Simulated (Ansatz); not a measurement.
Crystal: BPd4.

```
Pd B
1.0
     2.89203    0.00000    0.00000
     0.00000    4.36501    0.00000
     0.00000    0.00000    5.85632
Pd B
4 1
Direct
  0.50000 0.00000 0.19758
  0.00000 0.00000 0.61947
  0.00000 0.50000 0.32916
  0.50000 0.50000 0.86756
  0.50000 0.00000 0.86323
```

The cell comes from a database or a generator and needn't be the stable form of this composition.

Base run:

* Program: Ansatz 0.2.0
* Functional: PBEsol
* Potentials or basis: Ansatz PAW
* Cutoff: 420 eV (not typed: the program's choice for these potentials)
* k mesh: 7 × 5 × 4
* Occupations: fermi-dirac, width 0.05 eV
* Spin: no spin polarisation

Its results: band gap on the k mesh none (metal or under the smearing width); pressure -8.5 GPa; largest force 0.192 eV/Å.

Problem. The run is repeated on the same cell with these changes: functional from PBEsol to r2SCAN; cutoff from 420 eV (not typed: the program's choice for these potentials) to 500 eV (not typed: the program's choice for these potentials). What comes out?

Solution. Band gap on the k mesh none (metal or under the smearing width); pressure -4.6 GPa; largest force 0.322 eV/Å.

Caveats: the PAW data sets come from PBE, with cores solved anew for the run's functional, which leaves a small shift of forces and pressure.
